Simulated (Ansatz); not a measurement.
**The cluster B₂As₃−: trial inputs and their diagnosis**

Aim: try 1 input for the cluster B₂As₃− as typed, read how each ends, and find what has to change.

The runs use Ansatz 0.2.0, Gaussian basis; the settings change from run to run.

3 further runs of the same task are left out: 3 set aside as unsound or not needed.

### Step 1. The molecule

An earlier PBE-D4/def2-SVPD relaxation fixed the geometry.

5 atoms, charge -1, spin multiplicity 1.

Atoms are counted from 1 here; the program's logs count them from 0.

Bond lengths: B1–B2 1.770 Å, B1–As4 1.933 Å, B1–As5 2.024 Å, B2–As3 1.962 Å, B2–As5 1.921 Å, As3–As4 2.517 Å. Angles: B2–B1–As4 120.2°, B2–B1–As5 60.4°, As4–B1–As5 159.7°, B1–B2–As3 73.9°, B1–B2–As5 66.4°, As3–B2–As5 137.1°, B2–As3–As4 90.7°, B1–As4–As3 58.9°, B1–As5–B2 53.2°.

### Step 2. Try 1

Input file in.yaml:

```yaml
crystal:
  periodic: [false, false, false]
  atoms:
    - {symbol: B, position_ang: [0.063332, 0.076844, -0.381688]}
    - {symbol: B, position_ang: [0.255305, -0.520652, 0.464986]}
    - {symbol: As, position_ang: [-0.825605, 0.348637, 0.930187]}
    - {symbol: As, position_ang: [-0.177743, 1.102021, -0.409507]}
    - {symbol: As, position_ang: [0.675454, -1.012875, -0.357580]}
basis:
  gaussian: {orbitals: def2-SVP}
total_charge: -1
hamiltonian: {xc: {name: wB97X}}
scf: {omitted_lower_state_checks: [starts]}
output: {forces: true}
```

Launch:

```bash
$ ansatz run in.yaml --threads 4 --pin off --events-out ev --progress --plain --max-ram 4787MiB
```

Q: Predict the results of all the runs planned.

**Answer**, as computed:

```
try           level      ended                                         cause  time
  1  wB97X/def2-SVP  converged  the geometry is squeezed well below its size  10 s
```

**Reading.** 1 converged. The dangerous case is the input that converges on a wrong geometry, charge, spin, basis or grid: often only a look at the input shows it.
